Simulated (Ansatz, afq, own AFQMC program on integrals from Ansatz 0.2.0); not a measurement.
**NHBr (quartet): quantum Monte Carlo beside coupled cluster at distance Br1–H2 along a hydrogen transfer = 1.676 Å, cc-pVTZ**

Aim: compute NHBr (quartet) with auxiliary-field quantum Monte Carlo on the same integrals as coupled cluster, and set the energies side by side.

Computed with Ansatz 0.2.0, Gaussian basis, and an in-house AFQMC program (afq) on its integrals; all values are calculated. Level: cc-pVTZ, frozen cores.

The runs, in order: PBE (unrestricted); CCSD(T) on UHF; r2SCAN (unrestricted); PBE0 (unrestricted); B3LYP (unrestricted); CCSDT(Q) on UHF; wB97M-V (unrestricted); B2PLYP (unrestricted); Phaseless AFQMC, CISD trial on UHF.

### Step 1. The system

The geometry derives from fragments relaxed apart (PBE0/def2-TZVP) and kept rigid, so it is no stationary point. A hydrogen atom is moved between rigid fragments. No spin-orbit coupling is included. The filled d shell of Br may be among the frozen orbitals whatever the setting's name suggests; the logs give the count.

3 atoms, charge 0, spin multiplicity 4.

Atoms are counted from 1 here; the program's logs count them from 0.

Bond lengths: Br1–H2 1.676 Å, H2–N3 1.142 Å. Angles: Br1–H2–N3 180.0°.

### Step 2. PBE (unrestricted)

in.yaml reads:

```yaml
crystal:
  periodic: [false, false, false]
  atoms:
    - {symbol: Br, position_ang: [0.000000, 0.000000, -1.498000]}
    - {symbol: H, position_ang: [0.000000, 0.000000, 0.178000]}
    - {symbol: N, position_ang: [0.000000, 0.000000, 1.320000]}
basis:
  gaussian: {orbitals: cc-pVTZ}
magnetization: {spin_polarized: true, initial_magnetization: 3}
hamiltonian: {xc: {name: PBE}}
output: {orbitals: {seedname: orbitals}}
```

On the command line:

```
$ ansatz run in.yaml --threads 1 --pin off --events-out ev --progress --plain --max-ram 5120MiB --backend cpu
```

Log:

```text
Functional definition: PBE
  name "PBE"
  cite "Perdew, Burke & Ernzerhof, Phys. Rev. Lett. 77, 3865 (1996) doi:10.1103/PhysRevLett.77.3865"
  parent pbe
  parameter kappa = 0.804
  parameter beta = 0.06672455060314922
  exchange = pbe_x(kappa = kappa, mu = beta*pi^2/3)
  correlation = pbe_c(beta = beta)
609 factors; their error is unknown
mean field evaluation 1: about -71504.0353 eV, gradient 7.5e1 eV
mean field evaluation 2: about -71234.4970 eV, gradient 1.5e2 eV
mean field evaluation 4: about -71536.5673 eV, gradient 1.1e1 eV
mean field evaluation 8: about -71537.3162 eV, gradient 2.3e-1 eV
mean field evaluation 16: about -71537.3088 eV, gradient 6.5e-5 eV
mean field evaluation 32: about -71536.2320 eV, gradient 9.3e0 eV
mean field -71537.30883922 eV, -2628.9476101119 hartree, gradient 6.5e-5 eV, S^2 3.756598; 4 other end points of the search recorded, 0 dependent functions left out
reference -71537.30886068 eV, -2628.9476109005 hartree; 23, 20 occupied and 64, 67 virtual orbitals, 609 factors
Total energy: -71537.30886068 eV, -2628.9476109005 hartree
```

Wall time 2.5 s (1 thread of AMD EPYC 7R13 (Zen 3), shared host); peak memory 1.7 GiB.

From the report: ⟨S²⟩ of the determinant 3.757 (pure quartet: 3.75).

### Step 3. CCSD(T) on UHF

Edit in.yaml of step 2 so:

```diff
@@ -9,3 +9,2 @@
 magnetization: {spin_polarized: true, initial_magnetization: 3}
-hamiltonian: {xc: {name: PBE}}
-output: {orbitals: {seedname: orbitals}}
+correlation: {method: ccsd_t, electrons: outside_noble_gas, hamiltonian_folder: ham}
```

On the command line:

```
$ ansatz run in.yaml --threads 1 --pin off --events-out ev --progress --plain --max-ram 15360MiB --backend cuda --devices 0, --max-vram 18GiB
```

Log, cut to the lines that bear on the results:

```text
Functional definition: HF
  name "HF"
  cite "Fock, Z. Phys. 61, 126 (1930) doi:10.1007/BF01340294"
  parent pbe
[...]
542 factors; integrals over basis functions are off by at most 1.1e-3 eV
[...]
mean field -71495.24716535 eV, -2627.4018721077 hartree, gradient 2.4e-6 eV, S^2 3.809087; 7 other end points of the search recorded, 0 dependent functions left out
determinant -71495.24716535 eV, -2627.4018721077 hartree, with singles and doubles -71504.10746196 eV, -2627.7274820022 hartree
determinant -71494.00454412 eV, -2627.3562066197 hartree, with singles and doubles -71502.79743110 eV, -2627.6793392562 hartree
determinant -71491.38676427 eV, -2627.2600049845 hartree, with singles and doubles -71500.28358493 eV, -2627.5869571133 hartree
15 core orbitals not correlated: weight in the atoms' cores, before any rotation towards them, 1.000 or more for the frozen orbitals, at most 0.000 for the correlated occupied ones
reference -71495.24716535 eV, -2627.4018721077 hartree; 8, 5 occupied and 64, 67 virtual orbitals, 542 factors
second order -7.82445772 eV of doubles, -0.00000000 eV of singles
cycle   1  -8.80141134 eV  change   -6.5e-1 eV  update   1.6e-2
[...]
cycle  10  -8.82367888 eV  change   -4.5e-6 eV  update   7.3e-6
perturbative correction -0.31345493 eV, -0.0115192561 hartree
Total energy: -71504.38429917 eV, -2627.7376555819 hartree
```

It took 4.2 s on 1 × NVIDIA H100 80GB HBM3 with 1 thread of AMD EPYC 7R13 (Zen 3), shared host; peak host memory 1.7 GiB.

From the report: ⟨S²⟩ of the determinant 3.809 (pure quartet: 3.75); correlation -9.1371 eV; T1 0.017; largest double amplitude 0.05.

This run also writes the integrals to the folder ham.

### Step 4. r2SCAN (unrestricted)

Edit in.yaml of step 3 so:

```diff
@@ -9,2 +9,2 @@
 magnetization: {spin_polarized: true, initial_magnetization: 3}
-correlation: {method: ccsd_t, electrons: outside_noble_gas, hamiltonian_folder: ham}
+hamiltonian: {xc: {name: r2SCAN}}
```

On the command line:

```
$ ansatz run in.yaml --threads 1 --pin off --events-out ev --progress --plain --max-ram 5120MiB --backend cpu
```

Log:

```text
Functional definition: r2SCAN
  name "r2SCAN"
  cite "Furness, Kaplan, Ning, Perdew & Sun, J. Phys. Chem. Lett. 11, 8208 (2020) doi:10.1021/acs.jpclett.0c02405"
  cite "Furness, Kaplan, Ning, Perdew & Sun, J. Phys. Chem. Lett. 11, 9248 (2020) doi:10.1021/acs.jpclett.0c03077"
  parent r2scan
  parameter k0 = 0.174
  parameter k1 = 0.065
  parameter a1 = 4.9479
  exchange = r2scan_x(k0 = k0, k1 = k1, a1 = a1)
  correlation = r2scan_c
609 factors; their error is unknown
mean field evaluation 1: about -71529.2880 eV, gradient 5.8e1 eV
mean field evaluation 2: about -71372.0886 eV, gradient 1.3e2 eV
mean field evaluation 4: about -71548.1605 eV, gradient 7.2e0 eV
mean field evaluation 8: about -71548.5702 eV, gradient 1.2e-1 eV
mean field evaluation 16: about -71548.5564 eV, gradient 1.7e-4 eV
mean field -71548.55643896 eV, -2629.3609517785 hartree, gradient 3.0e-5 eV, S^2 3.763452; 3 other end points of the search recorded, 0 dependent functions left out
reference -71548.55644597 eV, -2629.3609520362 hartree; 23, 20 occupied and 64, 67 virtual orbitals, 609 factors
Total energy: -71548.55644597 eV, -2629.3609520362 hartree
```

Run time: 6.5 s. Hardware: 1 thread of AMD EPYC 7R13 (Zen 3), shared host; peak memory 1.7 GiB.

From the report: ⟨S²⟩ of the determinant 3.763 (pure quartet: 3.75).

### Step 5. PBE0 (unrestricted)

Edit in.yaml of step 4 so:

```diff
@@ -9,2 +9,3 @@
 magnetization: {spin_polarized: true, initial_magnetization: 3}
-hamiltonian: {xc: {name: r2SCAN}}
+hamiltonian: {xc: {name: PBE0}}
+output: {orbitals: {seedname: orbitals}}
```

Launched as before.

Log:

```text
Functional definition: PBE0
  name "PBE0"
  cite "Adamo & Barone, J. Chem. Phys. 110, 6158 (1999) doi:10.1063/1.478522"
  cite "Perdew, Burke & Ernzerhof, Phys. Rev. Lett. 77, 3865 (1996) doi:10.1103/PhysRevLett.77.3865"
  parent pbe
  parameter a = 0.25
  parameter kappa = 0.804
  parameter beta = 0.06672455060314922
  exchange = (1 - a)*pbe_x(kappa = kappa, mu = beta*pi^2/3) + a*exact_x
  correlation = pbe_c(beta = beta)
651 factors; their error is unknown
mean field evaluation 1: about -71534.6006 eV, gradient 2.8e1 eV
mean field evaluation 2: about -71527.0985 eV, gradient 4.5e1 eV
mean field evaluation 4: about -71539.5405 eV, gradient 1.6e0 eV
mean field evaluation 8: about -71539.7860 eV, gradient 2.2e-1 eV
mean field evaluation 16: about -71539.7862 eV, gradient 1.1e-5 eV
mean field -71539.78616045 eV, -2629.0386499879 hartree, gradient 1.1e-5 eV, S^2 3.763134; 1 other end points of the search recorded, 0 dependent functions left out
reference -71539.78617665 eV, -2629.0386505831 hartree; 23, 20 occupied and 64, 67 virtual orbitals, 651 factors
Total energy: -71539.78617665 eV, -2629.0386505831 hartree
```

Wall time 1.8 s (1 thread of AMD EPYC 7R13 (Zen 3), shared host); peak memory 1.7 GiB.

From the report: ⟨S²⟩ of the determinant 3.763 (pure quartet: 3.75).

### Step 6. B3LYP (unrestricted)

Edit in.yaml of step 5 so:

```diff
@@ -9,3 +9,2 @@
 magnetization: {spin_polarized: true, initial_magnetization: 3}
-hamiltonian: {xc: {name: PBE0}}
-output: {orbitals: {seedname: orbitals}}
+hamiltonian: {xc: {name: B3LYP}}
```

Launched as before.

Log, cut to the lines that bear on the results:

```text
Functional definition: B3LYP
  name "B3LYP"
  cite "Stephens, Devlin, Chabalowski & Frisch, J. Phys. Chem. 98, 11623 (1994) doi:10.1021/j100096a001"
  cite "Becke, Phys. Rev. A 38, 3098 (1988) doi:10.1103/PhysRevA.38.3098"
  cite "Lee, Yang & Parr, Phys. Rev. B 37, 785 (1988) doi:10.1103/PhysRevB.37.785"
  cite "Vosko, Wilk & Nusair, Can. J. Phys. 58, 1200 (1980) doi:10.1139/p80-159"
[...]
639 factors; their error is unknown
[...]
mean field -71550.47705404 eV, -2629.4315330806 hartree, gradient 6.3e-5 eV, S^2 3.761134; 1 other end points of the search recorded, 0 dependent functions left out
reference -71550.47721389 eV, -2629.4315389550 hartree; 23, 20 occupied and 64, 67 virtual orbitals, 639 factors
Total energy: -71550.47721389 eV, -2629.4315389550 hartree
```

It took 1.8 s on 1 thread of AMD EPYC 7R13 (Zen 3), shared host; peak memory 1.7 GiB.

From the report: ⟨S²⟩ of the determinant 3.761 (pure quartet: 3.75).

### Step 7. CCSDT(Q) on UHF

Edit in.yaml of step 6 so:

```diff
@@ -9,2 +9,2 @@
 magnetization: {spin_polarized: true, initial_magnetization: 3}
-hamiltonian: {xc: {name: B3LYP}}
+correlation: {method: ccsdt_q, electrons: outside_noble_gas}
```

On the command line:

```
$ ansatz run in.yaml --threads 1 --pin off --events-out ev --progress --plain --max-ram 15360MiB --backend cuda --devices 0, --max-vram 18GiB
```

Log, cut to the lines that bear on the results:

```text
Functional definition: HF
  name "HF"
  cite "Fock, Z. Phys. 61, 126 (1930) doi:10.1007/BF01340294"
  parent pbe
[...]
978 factors; integrals over basis functions are off by at most 1.9e-7 eV
[...]
mean field -71495.24719765 eV, -2627.4018732945 hartree, gradient 2.1e-6 eV, S^2 3.809087; 9 other end points of the search recorded, 0 dependent functions left out
determinant -71495.24719765 eV, -2627.4018732945 hartree, with singles and doubles -71504.10751781 eV, -2627.7274840548 hartree
determinant -71494.00457696 eV, -2627.3562078264 hartree, with singles and doubles -71502.79749164 eV, -2627.6793414808 hartree
determinant -71491.38681160 eV, -2627.2600067239 hartree, with singles and doubles -71500.28366178 eV, -2627.5869599373 hartree
15 core orbitals not correlated: weight in the atoms' cores, before any rotation towards them, 1.000 or more for the frozen orbitals, at most 0.000 for the correlated occupied ones
reference -71495.24719765 eV, -2627.4018732945 hartree; 8, 5 occupied and 64, 67 virtual orbitals, 978 factors
second order -7.82448902 eV of doubles, -0.00000000 eV of singles
cycle   1  -8.52312861 eV  change   -7.0e-1 eV  update   7.6e-2
[...]
cycle  18  -9.17140506 eV  change   -8.1e-7 eV  update   1.1e-6
perturbative correction -0.01386975 eV, -0.0005097040 hartree
Total energy: -71504.43247246 eV, -2627.7394259177 hartree
```

It took 10 s on 1 × NVIDIA H100 80GB HBM3 with 1 thread of AMD EPYC 7R13 (Zen 3), shared host; peak host memory 1.7 GiB.

From the report: ⟨S²⟩ of the determinant 3.809 (pure quartet: 3.75); correlation -9.1853 eV; T1 0.019; largest double amplitude 0.06.

### Step 8. wB97M-V (unrestricted)

Edit in.yaml of step 7 so:

```diff
@@ -9,2 +9,3 @@
 magnetization: {spin_polarized: true, initial_magnetization: 3}
-correlation: {method: ccsdt_q, electrons: outside_noble_gas}
+hamiltonian: {xc: {name: wB97M-V}}
+output: {orbitals: {seedname: orbitals}}
```

On the command line:

```
$ ansatz run in.yaml --threads 1 --pin off --events-out ev --progress --plain --max-ram 5120MiB --backend cpu
```

Log, cut to the lines that bear on the results:

```text
Functional definition: wB97M-V
  name "wB97M-V"
  cite "Mardirossian & Head-Gordon, J. Chem. Phys. 144, 214110 (2016) doi:10.1063/1.4952647"
  cite "Becke, J. Chem. Phys. 107, 8554 (1997) doi:10.1063/1.475007"
  cite "Vydrov & Van Voorhis, J. Chem. Phys. 133, 244103 (2010) doi:10.1063/1.3521275"
  # Of w^i u^j: cxij and so on, Table III.
[...]
  gx(w, u) = 1 - cx + cx01*u + cx10*w
  gss(w, u) = css00 + css04*u^4 + css10*w + css20*w^2 + css43*w^4*u^3
  gos(w, u) = cos00 + cos10*w + (cos20 + cos21*u)*w^2 + (cos60 + cos61*u)*w^6
[...]
      + integral(e_c_pw_mod_opposite_spin*gos(b97_w_opposite, b97_u_opposite)) + vv10(b, c)
631 factors; their error is unknown
98 factors; integrals over basis functions are off by at most 1.2e-4 eV
[...]
mean field -71544.98735704 eV, -2629.2297904369 hartree, gradient 2.4e-5 eV, S^2 3.764340; 1 other end points of the search recorded, 0 dependent functions left out
reference -71544.98738343 eV, -2629.2297914067 hartree; 23, 20 occupied and 64, 67 virtual orbitals, 631 factors
Total energy: -71544.98738343 eV, -2629.2297914067 hartree
```

Wall time 6.5 s (1 thread of AMD EPYC 7R13 (Zen 3), shared host); peak memory 1.7 GiB.

From the report: ⟨S²⟩ of the determinant 3.764 (pure quartet: 3.75).

### Step 9. B2PLYP (unrestricted)

Edit in.yaml of step 8 so:

```diff
@@ -9,3 +9,3 @@
 magnetization: {spin_polarized: true, initial_magnetization: 3}
-hamiltonian: {xc: {name: wB97M-V}}
-output: {orbitals: {seedname: orbitals}}
+hamiltonian: {xc: {name: B2PLYP}}
+correlation: {electrons: outside_noble_gas}
```

Launched as before.

Log, cut to the lines that bear on the results:

```text
Functional definition: B2PLYP
  name "B2PLYP"
  cite "Grimme, J. Chem. Phys. 124, 034108 (2006) doi:10.1063/1.2148954"
  cite "Becke, Phys. Rev. A 38, 3098 (1988) doi:10.1103/PhysRevA.38.3098"
  cite "Lee, Yang & Parr, Phys. Rev. B 37, 785 (1988) doi:10.1103/PhysRevB.37.785"
[...]
542 factors; integrals over basis functions are off by at most 1.1e-3 eV
[...]
mean field -71534.44856138 eV, -2628.8424968398 hartree, gradient 8.2e-6 eV, S^2 3.775180; 2 other end points of the search recorded, 0 dependent functions left out
15 core orbitals not correlated: weight in the atoms' cores, before any rotation towards them, 1.000 or more for the frozen orbitals, at most 0.000 for the correlated occupied ones
reference -71534.44866324 eV, -2628.8425005834 hartree; 8, 5 occupied and 64, 67 virtual orbitals, 542 factors
second order -9.60909049 eV of doubles, -0.00000000 eV of singles
Total energy: -71537.04311768 eV, -2628.9378450253 hartree
```

Run time: 3 s. Hardware: 1 thread of AMD EPYC 7R13 (Zen 3), shared host; peak memory 1.7 GiB.

From the report: ⟨S²⟩ of the determinant 3.775 (pure quartet: 3.75).

### Step 10. Phaseless AFQMC, CISD trial on UHF

It reads the integrals that the CCSD(T) run on this determinant wrote.

On the command line:

```
$ afq ham --method phaseless --trial cisd --walkers 2600 --populations 20 --least-time 60 --time-step 0.005 --steps-per-block 50 --equilibration-blocks 28 --max-blocks 4000 --target-error 0.00021 --factor-cut 1e-05 --start spin_pure --seed 7377 --release-times 0.24,0.51,0.99,1.62,2.4 --release-step 0.03 --release-every 3 --taylor-order 6
```

Log:

```text
orbitals 72  electrons 8 5  factors 481 of 542
reference energy -2627.40187211 Eh
CCSD correlation -0.32426444 Eh in 14 cycles, weight of the determinant in the CISD state 0.8765
energy of the start -2627.723302 Eh
 block  time / (1/Eh)  mean weight  energy / Eh
     1     0.250  0.9996  -2627.721629
     2     0.500  0.9997  -2627.726498
     3     0.750  1.0003  -2627.730172
     4     1.000  1.0002  -2627.732985
     5     1.250  1.0002  -2627.734893
     6     1.500  0.9999  -2627.735932
     7     1.750  0.9999  -2627.736417
     8     2.000  0.9997  -2627.737090
     9     2.250  0.9999  -2627.738422
    10     2.500  0.9997  -2627.737408
    11     2.750  1.0002  -2627.738025
    12     3.000  0.9998  -2627.739735
    13     3.250  0.9999  -2627.738801
    14     3.500  0.9996  -2627.738124
    15     3.750  1.0001  -2627.737698
    16     4.000  0.9999  -2627.738197
    17     4.250  1.0002  -2627.738077
    18     4.500  1.0001  -2627.738311
    19     4.750  1.0006  -2627.738049
    20     5.000  1.0001  -2627.738033
    21     5.250  0.9998  -2627.737439
    22     5.500  0.9994  -2627.737905
    23     5.750  1.0003  -2627.738446
    24     6.000  0.9999  -2627.738682
    25     6.250  1.0000  -2627.739336
    26     6.500  1.0003  -2627.739136
    27     6.750  1.0000  -2627.738862
    28     7.000  0.9999  -2627.738640
    29     7.250  0.9999  -2627.740082
    30     7.500  1.0003  -2627.739171
    31     7.750  1.0002  -2627.738694
    32     8.000  0.9999  -2627.740069
    33     8.250  0.9999  -2627.738429
    34     8.500  1.0003  -2627.739296
    35     8.750  1.0000  -2627.738762
    36     9.000  1.0000  -2627.737872
    37     9.250  0.9999  -2627.738713
    38     9.500  1.0002  -2627.739734
    39     9.750  1.0002  -2627.738031
    40    10.000  0.9996  -2627.738405
    41    10.250  0.9998  -2627.738916
    42    10.500  1.0005  -2627.739203
    43    10.750  1.0001  -2627.738881
    44    11.000  1.0006  -2627.739148
    45    11.250  1.0004  -2627.739250
    46    11.500  0.9996  -2627.739646
    47    11.750  1.0005  -2627.738307
    48    12.000  0.9999  -2627.739486
    49    12.250  1.0000  -2627.738837
    50    12.500  1.0000  -2627.738453
    51    12.750  1.0002  -2627.738384
    52    13.000  0.9997  -2627.738398
    53    13.250  1.0003  -2627.738373
    54    13.500  0.9998  -2627.739002
    55    13.750  0.9998  -2627.738096
    56    14.000  1.0003  -2627.738703
    57    14.250  1.0006  -2627.738214
    58    14.500  1.0000  -2627.737958
    59    14.750  1.0000  -2627.737891
    60    15.000  1.0004  -2627.738028
    61    15.250  0.9995  -2627.737578
    62    15.500  1.0007  -2627.738761
    63    15.750  0.9998  -2627.738340
    64    16.000  0.9998  -2627.738269
    65    16.250  1.0000  -2627.738878
    66    16.500  1.0004  -2627.738709
    67    16.750  1.0001  -2627.739315
    68    17.000  0.9996  -2627.738293
    69    17.250  1.0001  -2627.737963
    70    17.500  1.0000  -2627.737931
    71    17.750  1.0003  -2627.737893
    72    18.000  1.0004  -2627.737669
    73    18.250  1.0009  -2627.737173
    74    18.500  0.9998  -2627.739196
    75    18.750  1.0003  -2627.738871
    76    19.000  1.0001  -2627.738020
    77    19.250  1.0002  -2627.739556
    78    19.500  1.0005  -2627.737976
error from the spread of 20 populations
released: time / (1/Eh)  energy / Eh  error  mean overlap
  0.24  -2627.738929  0.000135  0.9967
  0.51  -2627.739159  0.000130  0.9950
  0.99  -2627.739451  0.000186  0.9837
  1.62  -2627.739548  0.000244  0.9759
  2.40  -2627.739884  0.000289  0.9576
energy -2627.738616 +/- 0.000135 Eh
```

It took 71 s on 1 × NVIDIA H100 80GB HBM3 with 2 threads of AMD EPYC 7R13 (Zen 3), shared host; peak host memory 1.7 GiB.

Energy -71504.4104 ± 0.0037 eV. Caveats: constraint bias not in the error.

### Step 11. AFQMC on the ladder

On the UHF determinant, counted from CCSDT(Q) (a yardstick, not exact):

```csv
level,energy (eV),from CCSDT(Q) (meV),statistical error (meV),time
HF,-71495.2472,+9185.3,,
MP2,-71503.0716,+1360.8,,
CCSD,-71504.0708,+361.6,,
CCSD(T),-71504.3843,+48.2,,
CCSDT(Q),-71504.4325,0.0,,
"Phaseless AFQMC, CISD trial, step 0.005, 2600 walkers",-71504.4104,+22.0,3.7,71 s
```

The functionals' totals stand on their own zeros and serve differences with other points: PBE -71537.309 eV; r2SCAN -71548.556 eV; PBE0 -71539.786 eV; B3LYP -71550.477 eV; wB97M-V -71544.987 eV; B2PLYP -71537.043 eV.

### Step 12. Results

| quantity | value |
| --- | --- |
| CCSD(T) on UHF from CCSDT(Q) | +48.2 meV |
| Phaseless AFQMC, CISD trial on UHF from CCSDT(Q) | +22.0 ± 3.7 meV |

On UHF the phaseless walk with the CISD trial lies +22.0 meV from CCSDT(Q), 6 times its error bar. Error bars are statistical and leave out the constraint, the time step and what remains of the start.
